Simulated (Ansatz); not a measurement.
# WS2: the cost of one run

Program: Ansatz 0.2.0. Level of theory: DFT PBEsol, scalar-relativistic, plane waves, PAW. These are calculated values, not measurements.

The COD entry's cell or inner coordinates are ideal or old and differ from later refinements, so a difference from it is no clean test against experiment.

15 further runs of the same task are left out: 15 set aside as unsound or not needed. Runs told in other sessions of the task aren't counted.

### 1 The structure to begin with

Symmetry: P6_3/mmc, No. 194, hexagonal system. Conventional cell: a = 3.180 Å, b = 3.180 Å, c = 12.500 Å, α = 90.00°, β = 90.00°, γ = 120.00°. W (site symmetry -6m2) is surrounded by 6 S at 2.45 Å. S (site symmetry 3m) has 3 W at 2.45 Å in its first shell of neighbours.

As a file:

```cif
data_structure
_symmetry_space_group_name_H-M 'P6_3/mmc'
_symmetry_Int_Tables_number 194
_cell_length_a 3.1800
_cell_length_b 3.1800
_cell_length_c 12.5000
_cell_angle_alpha 90.000
_cell_angle_beta 90.000
_cell_angle_gamma 120.000
_cell_volume 109.47
loop_
_atom_site_label
_atom_site_type_symbol
_atom_site_symmetry_multiplicity
_atom_site_Wyckoff_symbol
_atom_site_fract_x
_atom_site_fract_y
_atom_site_fract_z
_atom_site_occupancy
W1 W 2 c 0.33333 0.66667 0.25000 1
S1 S 4 f 0.33333 0.66667 0.62000 1
```

Source of the structure: the Crystallography Open Database.

### 6 The grid

Atoms count from 1 in the order of the input.

The energy is mapped over a free internal coordinate and the cell.

- shift of S3 along [0 0 1], its symmetry partners moved as symmetry demands (measured in the relaxed cell): 7 values from −0.250 to 0.250 Å
- volume per atom at fixed shape: 7 values from 16.69 to 19.59 Å³

Nothing else is relaxed (all other coordinates fixed). Energies count from the relaxed crystal. Points are written as (first, second).

(The set-up runs are not shown.)

### 7 Grid point (−0.083 Å, 19.59 Å³)

input.yaml

```yaml
crystal:
  lattice:
    - [3.2280036364, 0.0, 0.0]
    - [-1.6140018182, 2.7955331526, 0.0]
    - [0.0, 0.0, 13.0266084735]
  atoms:
    - { symbol: W, position: [0.3333333333, 0.6666666667, 0.25] }
    - { symbol: W, position: [0.6666666667, 0.3333333333, 0.75] }
    - { symbol: S, position: [0.3333333333, 0.6666666667, 0.6199879487] }
    - { symbol: S, position: [0.6666666667, 0.3333333333, 0.1199879487] }
    - { symbol: S, position: [0.3333333333, 0.6666666667, 0.8800120513] }
    - { symbol: S, position: [0.6666666667, 0.3333333333, 0.3800120513] }
basis:
  ecutwfc: 420
kpoints:
  mp_grid: { grid: [12, 12, 2] }
hamiltonian:
  xc: pbesol
  pseudopotentials: { kind: paw, azcp: { folder: soft_1 } }
scf:
  occupations: { method: gaussian, width: 0.05 }
output:
  forces: true
  stress: true
  eigenvalues: true
```

Run with:

```console
$ ansatz run input.yaml --threads 2 --pin off --max-ram 4096MiB --backend cpu --events-out ev --progress --plain --runs-dir out
```

**Question.** How long does this run take on 2 threads of Arm Neoverse N1, shared host, and how much memory does it need?

About 8.1 s, with a peak of 0.42 GiB.
